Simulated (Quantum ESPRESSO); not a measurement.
# WAu (F-43m) in Quantum ESPRESSO: further runs

The runs below take WAu through single point, with vdW-DF3-opt1, PBEsol.

Program: Quantum ESPRESSO 7.5. These are calculated values, not measurements. Logs are shortened: lines on timing, memory, paths and dates and some standing lists are left out, and cuts for length are marked.

### 1 The crystal as given

Symmetry: F-43m, No. 216, cubic system. Conventional cell: a = 5.496 Å, b = 5.496 Å, c = 5.496 Å, α = 90.00°, β = 90.00°, γ = 90.00°. Around W (site symmetry -43m) lie 4 Au at 2.38 Å. Au (site symmetry -43m) has 4 W at 2.38 Å as nearest neighbours.

The cell was built by a generator and needn't be a form met in nature.

### 2 Single point, vdW-DF3-opt1

Contents of pw.in:

```
&CONTROL
  calculation = 'scf'
  prefix = 'pwscf'
  outdir = './tmp'
  pseudo_dir = './pseudo'
  tprnfor = .true.
  tstress = .true.
  disk_io = 'nowf'
/
&SYSTEM
  ibrav = 0
  nat = 2
  ntyp = 2
  ecutwfc = 68
  nbnd = 24
  input_dft = 'vdw-df3-opt1'
  occupations = 'smearing'
  smearing = 'fd'
  degauss = 0.01469973
/
&ELECTRONS
  conv_thr = 4d-10
  electron_maxstep = 120
  mixing_beta = 0.5
/
ATOMIC_SPECIES
W    183.8400 74_W_14_2.3_2.5_pbe_n_v1.0.upf
Au   196.9666 79_Au_19_2.4_2.5_pbe_n_v1.0.upf
CELL_PARAMETERS angstrom
   0.0000000000    2.7479792600    2.7479792600
   2.7479792600    0.0000000000    2.7479792600
   2.7479792600    2.7479792600    0.0000000000
ATOMIC_POSITIONS crystal
W      0.0000000000    0.0000000000    0.0000000000
Au     0.7500000000    0.7500000000    0.7500000000
K_POINTS automatic
8 8 8 0 0 0
```

Potentials or basis: SPMS 1.0 PBE.

Started as:

```console
OMP_NUM_THREADS=1 pw.x -in pw.in > pw.out
```

pw.out:

```text
This program is part of the open-source Quantum ESPRESSO suite
     for quantum simulation of materials; please cite
         "P. Giannozzi et al., J. Phys.:Condens. Matter 21 395502 (2009);
         "P. Giannozzi et al., J. Phys.:Condens. Matter 29 465901 (2017);
         "P. Giannozzi et al., J. Chem. Phys. 152 154105 (2020);
     in publications or presentations arising from this work. More details at

     IMPORTANT: XC functional enforced from input :
     Exchange-correlation= VDW-DF3-OPT1
                           (   1   4  45   0   3   0   0)
     Any further DFT definition will be discarded
     Please, verify this is what you really want

     Message from routine setup:
     using ibrav=0 with symmetry is DISCOURAGED, use correct ibrav instead

     G-vector sticks info
     --------------------
     sticks:   dense  smooth     PW     G-vecs:    dense   smooth      PW
     Sum        1015    1015    301                21187    21187    3479

     Using Slab Decomposition

     bravais-lattice index     =            0
     lattice parameter (alat)  =       7.3439  a.u.
     unit-cell volume          =     280.0702 (a.u.)^3
     number of atoms/cell      =            2
     number of atomic types    =            2
     number of electrons       =        33.00
     number of Kohn-Sham states=           24
     kinetic-energy cutoff     =      68.0000  Ry
     charge density cutoff     =     272.0000  Ry
     scf convergence threshold =      4.0E-10
     mixing beta               =       0.5000
     number of iterations used =            8  plain     mixing
     Exchange-correlation= VDW-DF3-OPT1
                           (   1   4  45   0   3   0   0)

     celldm(1)=   7.343909  celldm(2)=   0.000000  celldm(3)=   0.000000
     celldm(4)=   0.000000  celldm(5)=   0.000000  celldm(6)=   0.000000

     crystal axes: (cart. coord. in units of alat)
               a(1) = (   0.000000   0.707107   0.707107 )
               a(2) = (   0.707107   0.000000   0.707107 )
               a(3) = (   0.707107   0.707107   0.000000 )

     reciprocal axes: (cart. coord. in units 2 pi/alat)
               b(1) = ( -0.707107  0.707107  0.707107 )
               b(2) = (  0.707107 -0.707107  0.707107 )
               b(3) = (  0.707107  0.707107 -0.707107 )

     PseudoPot. # 1 for W  read from file:
     74_W_14_2.3_2.5_pbe_n_v1.0.upf
     Pseudo is Norm-conserving + core correction, Zval = 14.0
     Generated using ONCVPSP code by D. R. Hamann
     Using radial grid of 1408 points,  8 beta functions with:
                l(1) =   0
                l(2) =   0
                l(3) =   1
[... 79 lines left out ...]
     %                                                                      %
     % If you are calculating stress with vdW-DF, please also cite:         %
     %                                                                      %
     %   R. Sabatini et al., J. Phys.: Condens. Matter 24, 424209 (2012).   %
     %                                                                      %
     %%%%%%%%%%%%%%%%%%%%%%%%%%%%%%%%%%%%%%%%%%%%%%%%%%%%%%%%%%%%%%%%%%%%%%%%

     %%%%%%%%%%%%%%%%%%%%%%%%%%%%%%%%%%%%%%%%%%%%%%%%%%%%%%%%%%%%%%%%%%%%%%%%
     %                                                                      %
     %  vdW-DF NEWS:                                                        %
     %                                                                      %
     %  * vdW-DF3 is now available. DOI: 10.1021/acs.jctc.0c00471           %
     %    use with input_dft = 'vdW-DF3-opt1' or 'vdW-DF3-opt2'             %
     %                                                                      %
     %  * Unscreened and range-separated hybrid vdW-DF-cx functionals       %
     %    DOI: 10.1063/1.4986522 and 10.1088/1361-648X/ac2ad2               %
     %    use with input_dft = 'vdW-DF-cx0'    and 'vdW-DF-ahcx'            %
     %  * Unscreened and range-separated hybrid vdW-DF2-b86r functionals    %
     %    DOI: 10.1063/1.4986522 and DOI: 10.1103/PhysRevX.12.041003        %
     %    use with input_dft = 'vdW-DF2-br0' and 'vdW-DF2-ahbr'             %
     %                                                                      %
     %%%%%%%%%%%%%%%%%%%%%%%%%%%%%%%%%%%%%%%%%%%%%%%%%%%%%%%%%%%%%%%%%%%%%%%%

     Starting wfcs are   20 randomized atomic wfcs +    4 random wfcs

     Self-consistent Calculation

     iteration #  1     ecut=    68.00 Ry     beta= 0.50
     Davidson diagonalization with overlap
     ethr =  1.00E-02,  avg # of iterations =  4.9

     total energy              =    -438.25586207 Ry
     estimated scf accuracy    <       0.58650284 Ry
[... 64 lines left out ...]
     iteration # 11     ecut=    68.00 Ry     beta= 0.50
     Davidson diagonalization with overlap
     ethr =  1.83E-12,  avg # of iterations =  2.0

     End of self-consistent calculation

          k = 0.0000 0.0000 0.0000 (  2685 PWs)   bands (ev):

   -90.8556 -57.4915 -42.4313 -42.4313 -42.4313 -21.8175 -21.8175 -21.8175
     7.9109   9.7671   9.7671  10.1151  10.1151  10.1151  15.5477  15.5477
    15.5477  18.5632  18.5632  25.7024  28.2383  28.2383  28.2383  28.3083
[... 111 lines left out ...]
   -90.8555 -57.4952 -42.4372 -42.4351 -42.4190 -21.8509 -21.8112 -21.8057
     9.1270   9.5294   9.7840  10.1552  10.7006  11.9798  14.1174  16.1773
    16.9908  18.1360  18.5821  19.2569  20.4090  21.8955  27.3889  30.3030

          k =-0.7071 0.0000 0.0000 (  2650 PWs)   bands (ev):

   -90.8555 -57.4953 -42.4359 -42.4359 -42.4195 -21.8605 -21.8038 -21.8038
     9.2106   9.4691   9.9586   9.9586  10.7583  12.1846  13.2263  16.7868
    17.9409  18.4017  18.4017  20.0938  20.1622  20.1622  26.9046  27.8808

          k = 0.3536 0.1768 0.0000 (  2645 PWs)   bands (ev):
[... 31 lines left out ...]
   -90.8555 -57.4950 -42.4371 -42.4347 -42.4196 -21.8452 -21.8156 -21.8063
     9.2293   9.3918   9.7838  10.2980  10.5843  11.6741  14.8361  15.2728
    16.6669  18.1858  18.7964  19.4598  20.6927  22.6757  28.1415  30.3279

          k =-0.7071 0.1768-0.0000 (  2648 PWs)   bands (ev):

   -90.8555 -57.4953 -42.4365 -42.4359 -42.4189 -21.8552 -21.8091 -21.8038
     9.2043   9.3361   9.8929  10.1872  10.7128  12.1255  13.6921  16.2292
    17.7792  18.4524  18.7119  19.2458  19.9328  20.8555  28.0242  28.6298

          k =-0.7071 0.3536 0.0000 (  2656 PWs)   bands (ev):

   -90.8555 -57.4953 -42.4371 -42.4359 -42.4183 -21.8481 -21.8162 -21.8038
     9.1978   9.2480   9.8339  10.4611  10.5797  12.0646  14.6475  15.1395
    17.6594  18.5343  18.9389  19.1844  19.5037  21.0261  30.0090  30.2329

     the Fermi energy is    16.5550 ev

!    total energy              =    -438.51587823 Ry
     estimated scf accuracy    <          6.6E-11 Ry
     smearing contrib. (-TS)   =      -0.01657698 Ry
     internal energy E=F+TS    =    -438.49930125 Ry

     The total energy is F=E-TS. E is the sum of the following terms:
     one-electron contribution =    -168.51905920 Ry
     hartree contribution      =      96.04748743 Ry
     xc contribution           =     -79.06072377 Ry
     ewald contribution        =    -286.96700570 Ry

     convergence has been achieved in  11 iterations

     Forces acting on atoms (cartesian axes, Ry/au):

     atom    1 type  1   force =     0.00000000    0.00000000   -0.00000000
     atom    2 type  2   force =     0.00000000   -0.00000000   -0.00000000

     Total force =     0.000000     Total SCF correction =     0.000000

     Computing stress (Cartesian axis) and pressure

          total   stress  (Ry/bohr**3)                   (kbar)     P=      290.15
   0.00197240   0.00000000   0.00000000          290.15        0.00        0.00
   0.00000000   0.00197240   0.00000000            0.00      290.15        0.00
   0.00000000   0.00000000   0.00197240            0.00        0.00      290.15

=------------------------------------------------------------------------------=
   JOB DONE.
=------------------------------------------------------------------------------=
```

Wall time 69 s (1 thread of AMD EPYC 9R45 (Zen 5), shared host); peak memory 0.12 GiB.

Results:

* Free energy: -5966.3125 eV
* Pressure: 29.0 GPa
* Band gap on the k mesh: none (metal or under the smearing width)

Caveat: the potentials were made for another functional, which shifts forces and pressure; a pressure of tens of GPa on the cell as given is suspect, and the run, the potentials or the cell itself is likely at fault. Spin-orbit coupling is left out, which matters for the levels of Au, W.

### 3 Single point, PBEsol

Contents of run.py:

```python
import numpy as np
from ase.calculators.espresso import Espresso, EspressoProfile
from ase.io import read

atoms = read('POSCAR')

input_data = {
    'control': {'calculation': 'scf', 'prefix': 'pwscf', 'outdir': './tmp', 'tprnfor': True, 'tstress': True, 'disk_io': 'nowf'},
    'system': {'ecutwfc': 76.0, 'nbnd': 24, 'occupations': 'smearing', 'smearing': 'fd', 'degauss': 0.01469973},
    'electrons': {'conv_thr': 4e-10, 'electron_maxstep': 120, 'mixing_beta': 0.5},
}
pseudopotentials = {'W': 'W.upf', 'Au': 'Au.upf'}
profile = EspressoProfile(command='pw.x', pseudo_dir='pseudo')
dft = Espresso(profile=profile, input_data=input_data, pseudopotentials=pseudopotentials, kpts=(8, 8, 8), koffset=(0, 0, 0))
atoms.calc = dft

print(f'energy {atoms.get_potential_energy():.8f} eV')
print('forces (eV/A)')
print(np.round(atoms.get_forces(), 6))
print('stress (eV/A^3, Voigt)')
print(np.round(atoms.get_stress(), 8))
print(f'Fermi level {dft.get_fermi_level():.4f} eV')
```

Contents of POSCAR:

```
WAu
1.0
    0.0000000000      2.7479792600      2.7479792600
    2.7479792600      0.0000000000      2.7479792600
    2.7479792600      2.7479792600      0.0000000000
W Au
1 1
Direct
    0.0000000000      0.0000000000      0.0000000000
    0.7500000000      0.7500000000      0.7500000000
```

Potentials or basis: PseudoDojo 0.4 SR PBEsol stringent.

Started as:

```console
OMP_NUM_THREADS=1 python run.py
```

Output:

```text
energy -6070.67751747 eV
forces (eV/A)
[[-0.  0.  0.]
 [-0. -0.  0.]]
stress (eV/A^3, Voigt)
[-0.1640968 -0.1640968 -0.1640968  0.         0.         0.       ]
Fermi level 16.3554 eV
```

espresso.pwi:

```text
&CONTROL
   calculation      = 'scf'
   tstress          = .true.
   tprnfor          = .true.
   outdir           = './tmp'
   prefix           = 'pwscf'
   disk_io          = 'nowf'
   pseudo_dir       = 'pseudo'
/
&SYSTEM
   nbnd             = 24
   ecutwfc          = 76.0
   occupations      = 'smearing'
   degauss          = 0.01469973
   smearing         = 'fd'
   ntyp             = 2
   nat              = 2
   ibrav            = 0
/
&ELECTRONS
   electron_maxstep = 120
   conv_thr         = 4e-10
   mixing_beta      = 0.5
/
&IONS
/
&CELL
/
&FCP
/
&RISM
/
ATOMIC_SPECIES
W 183.84 W.upf
Au 196.966569 Au.upf

K_POINTS automatic
8 8 8  0 0 0

CELL_PARAMETERS angstrom
0.00000000000000 2.74797926000000 2.74797926000000
2.74797926000000 0.00000000000000 2.74797926000000
2.74797926000000 2.74797926000000 0.00000000000000

ATOMIC_POSITIONS angstrom
W 0.0000000000 0.0000000000 0.0000000000  
Au 4.1219688900 4.1219688900 4.1219688900
```

espresso.pwo:

```text
This program is part of the open-source Quantum ESPRESSO suite
     for quantum simulation of materials; please cite
         "P. Giannozzi et al., J. Phys.:Condens. Matter 21 395502 (2009);
         "P. Giannozzi et al., J. Phys.:Condens. Matter 29 465901 (2017);
         "P. Giannozzi et al., J. Chem. Phys. 152 154105 (2020);
[... 393 lines left out ...]
  -0.00000000   0.00178724  -0.00000000           -0.00      262.91       -0.00
  -0.00000000  -0.00000000   0.00178724           -0.00       -0.00      262.91

=------------------------------------------------------------------------------=
   JOB DONE.
=------------------------------------------------------------------------------=
```

Wall time 20 s (1 thread of AMD EPYC 9R45 (Zen 5), shared host); peak memory 0.1 GiB.

What came out:

- Free energy: -6070.6780 eV
- Pressure: 26.3 GPa
- Band gap on the k mesh: none (metal or under the smearing width)

Caveat: so large a pressure means that the cell lies far from this level's equilibrium, or that cutoff or potentials fall short.
